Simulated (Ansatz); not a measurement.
# TlGaSe2: how the settings move a single-point run

Aim: see which settings change the result for TlGaSe2, by how much, and at what cost. The cell is built on a prototype (ordering on rocksalt) and needn't be the phase found in nature.

Program: Ansatz 0.2.0. Level of theory: reference: DFT, r2SCAN, plane waves, PAW. These are calculated values, not measurements.

### 1 Starting point

It takes space group P4/mmm (No. 123, tetragonal). The conventional cell has a = 4.167 Å, b = 4.167 Å, c = 5.592 Å, α = 90.00°, β = 90.00°, γ = 90.00°. Tl (site symmetry 4/mmm) is surrounded by 6 Se at 2.80 to 2.95 Å. Se (site symmetry 4/mmm) has 2 Tl at 2.80 Å and 4 Ga at 2.95 Å as nearest neighbours. Around Ga (site symmetry 4/mmm) lie 6 Se at 2.80 to 2.95 Å. Se (site symmetry 4/mmm) has 2 Ga at 2.80 Å and 4 Tl at 2.95 Å as nearest neighbours.

As a file:

```xyz
4
Lattice="4.1666 0.0000 0.0000 0.0000 4.1666 0.0000 0.0000 0.0000 5.5919" Properties=species:S:1:pos:R:3 pbc="T T T"
Tl    0.0000    0.0000    0.0000
Se    0.0000    0.0000    2.7959
Ga    2.0833    2.0833    2.7959
Se    2.0833    2.0833    0.0000
```

### 2 Reference

input.yaml

```yaml
crystal:
  lattice:
    - [4.1665597905, 0.0, 0.0]
    - [0.0, 4.1665597905, 0.0]
    - [0.0, 0.0, 5.5918656613]
  atoms:
    - { symbol: Tl, position: [0.0, 0.0, 0.0] }
    - { symbol: Se, position: [0.0, 0.0, 0.5] }
    - { symbol: Ga, position: [0.5, 0.5, 0.5] }
    - { symbol: Se, position: [0.5, 0.5, 0.0] }
kpoints:
  mp_grid: { grid: [4, 4, 4] }
hamiltonian:
  xc: r2scan
scf:
  occupations: { method: fermi_dirac, width: 0.02 }
  n_extra_bands: 5
output:
  forces: true
  stress: true
  eigenvalues: true
```

Command:

```
> ansatz run input.yaml --threads 4 --pin off --max-ram 3686MiB --backend cpu --events-out ev --progress --plain --runs-dir out
```

### 3 Variant: xc pbesol

input.yaml, as its differences from that of step 2:

```diff
@@ -13,3 +13,3 @@
 hamiltonian:
-  xc: r2scan
+  xc: pbesol
 scf:
```

### 4 Changing settings: dr2_threshold 1.0e-12

input.yaml, as its differences from that of step 2:

```diff
@@ -17,2 +17,4 @@
   n_extra_bands: 5
+  convergence: { dr2_threshold: 1.0e-12 }
+  max_iter: 100
 output:
```

### 5 Changing settings: accuracy low

input.yaml, as its differences from that of step 2:

```diff
@@ -21 +21,2 @@
   eigenvalues: true
+accuracy: low
```

### 6 Variant: occupations.method methfessel_paxton, occupations.width 0.05

input.yaml, as its differences from that of step 2:

```diff
@@ -15,3 +15,3 @@
 scf:
-  occupations: { method: fermi_dirac, width: 0.02 }
+  occupations: { method: methfessel_paxton, width: 0.05 }
   n_extra_bands: 5
```

### 7 Variant: pseudopotentials.kind nc

input.yaml, as its differences from that of step 2:

```diff
@@ -14,2 +14,3 @@
   xc: r2scan
+  pseudopotentials: { kind: nc }
 scf:
```

### 8 Changed: occupations.width 0.05

input.yaml, as its differences from that of step 2:

```diff
@@ -15,3 +15,3 @@
 scf:
-  occupations: { method: fermi_dirac, width: 0.02 }
+  occupations: { method: fermi_dirac, width: 0.05 }
   n_extra_bands: 5
```

Before running it: what results should come out? Wanted: for each run, ending; energy change; pressure; gap; force.

As calculated:

| run | ending | energy change | pressure (GPa) | gap (eV) | force (eV/Å) | cycles | time |
| --- | --- | --- | --- | --- | --- | --- | --- |
| reference | converged | 0 | -0.1 | 0.00 | 0.00 | 8 | 5.1 s |
| 1: xc pbesol | converged | not comparable | -1.7 | 0.00 | 0.00 | 8 | 2 s |
| 2: dr2_threshold 1.0e-12 | converged | 0.0 meV/atom | -0.1 | 0.00 | 0.00 | 12 | 6.6 s |
| 3: accuracy low | converged | 0.0 meV/atom | -0.1 | 0.00 | 0.00 | 8 | 4.7 s |
| 4: occupations.method methfessel_paxton, occupations.width 0.05 | converged | +0.1 meV/atom (σ→0) | -0.1 | 0.00 | 0.00 | 9 | 5.3 s |
| 5: pseudopotentials.kind nc | converged | not comparable | -0.1 | 0.00 | 0.00 | 10 | 20 s |
| 6: occupations.width 0.05 | converged | +0.1 meV/atom (σ→0) | -0.1 | 0.00 | 0.00 | 8 | 5.2 s |

Residual by cycle in the longest SCF loop of each run; runs are numbered as in the table. The quantity is the density residual dr2, in eV.

| cycle | reference | run 1 | run 2 | run 3 | run 4 | run 5 | run 6 |
| --- | --- | --- | --- | --- | --- | --- | --- |
| 1 | 0.042 | 0.0227 | 0.042 | 0.042 | 0.0416 | 2.53 | 0.04 |
| 2 | 0.025 | 0.00267 | 0.025 | 0.025 | 0.0252 | 0.314 | 0.026 |
| 3 | 0.0016 | 9.3e-4 | 0.0016 | 0.0016 | 0.00276 | 0.0214 | 0.00202 |
| 4 | 5.5e-4 | 2.0e-4 | 5.5e-4 | 5.5e-4 | 0.00148 | 0.00375 | 5.5e-4 |
| 5 | 9.2e-5 | 1.5e-5 | 9.2e-5 | 9.2e-5 | 3.5e-4 | 4.3e-4 | 4.2e-5 |
| 6 | 6.1e-6 | 2.2e-6 | 6.1e-6 | 6.1e-6 | 7.1e-5 | 6.5e-5 | 6.8e-6 |
| 7 | 1.8e-7 | 2.9e-7 | 1.8e-7 | 1.8e-7 | 3.5e-6 | 3.2e-6 | 2.5e-7 |
| 8 | 2.1e-8 | 1.1e-8 | 2.1e-8 | 2.1e-8 | 4.6e-7 | 1.4e-7 | 2.0e-8 |
| 9 | - | - | 5.8e-10 | - | 4.2e-8 | 1.5e-8 | - |
| 10 | - | - | 9.7e-12 | - | - | 1.8e-9 | - |
| 11 | - | - | 1.7e-12 | - | - | - | - |
| 12 | - | - | 5.1e-14 | - | - | - | - |

**Reading.** Of the variants the dearest is «pseudopotentials.kind nc» (20 s), the cheapest «xc pbesol» (2 s), on a shared host.
